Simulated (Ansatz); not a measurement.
Runs of Ansatz 0.2.0 on GdO. Symmetry: F-43m, No. 216, cubic system. Conventional cell: a = 5.400 Å, b = 5.400 Å, c = 5.400 Å, α = 90.00°, β = 90.00°, γ = 90.00°. Gd (site symmetry -43m) has 4 O at 2.34 Å as nearest neighbours. O (site symmetry -43m) has 4 Gd at 2.34 Å as nearest neighbours. 

```csv
task,level,potentials or basis,spin,k mesh,cutoff (eV),basis error allowed,pressure (GPa),moment (μB),V0 of scaled cells (Å³/atom),B0 (GPa)
band structure,PBEsol,"all-electron LAPW, scalar-relativistic","collinear, ferromagnetic start",9 × 9 × 9,328,0.001 eV/atom,-4.5,7.50,-,-
band structure,PBEsol,"all-electron LAPW, inner shells corrected to Dirac's equation","collinear, ferromagnetic start",9 × 9 × 9,328,0.001 eV/atom,-4.5,7.50,-,-
equation of state,PBEsol,"all-electron LAPW, scalar-relativistic","collinear, ferromagnetic start",9 × 9 × 9,-,0.001 eV/atom,-,-,18.75,103
equation of state,PBEsol,"all-electron LAPW, scalar-relativistic","collinear, ferromagnetic start",9 × 9 × 9,-,0.0005 eV/atom,-,-,18.75,103
single point,PBE,"all-electron LAPW, scalar-relativistic","collinear, ferromagnetic start",9 × 9 × 9,328,0.001 eV/atom,(a),7.54,-,-
equation of state,PBE,"all-electron LAPW, scalar-relativistic","collinear, ferromagnetic start",9 × 9 × 9,-,0.0005 eV/atom,-,-,(c),95
band structure,LDA,"all-electron LAPW, scalar-relativistic","collinear, ferromagnetic start",9 × 9 × 9,328,0.001 eV/atom,(d),(b),-,-
band structure,PBEsol,"all-electron LAPW, non-relativistic","collinear, ferromagnetic start",9 × 9 × 9,326,0.001 eV/atom,1.9,6.02,-,-
band structure,PBEsol,all-electron PAW datasets made for the crystal,"collinear, ferromagnetic start",9 × 9 × 9,340,-,-4.5,7.50,-,-
band structure,PBEsol,"all-electron LAPW, scalar-relativistic","collinear, ferromagnetic start",7 × 7 × 7,328,0.001 eV/atom,-4.4,7.48,-,-
band structure,PBEsol,"all-electron LAPW, relativistic spinors","non-collinear, ferromagnetic start, SOC",7 × 7 × 7,328,0.001 eV/atom,-4.5,7.44,-,-
```

Alike in all rows: cell as given; smearing fermi-dirac 0.05 eV.

Task: Fill in the values left out.

Result: (a) -0.6; (b) 6.99; (c) 19.55; (d) -7.7.

Caveats: without U or exact exchange the open f shell lies at the Fermi level, which spoils levels, moments and volumes; an open f shell can end in a state above the lowest (some runs); a cell with one magnetic atom can't hold antiferromagnetic order, which such compounds often take (some runs); the k mesh is thin for a metal, which can move the energy by tens of meV per atom (some runs); relativity is left out, which matters for the heavier elements (some runs); the magnetic state may not be the lowest (some runs).

Not every run made on this cell is shown here.
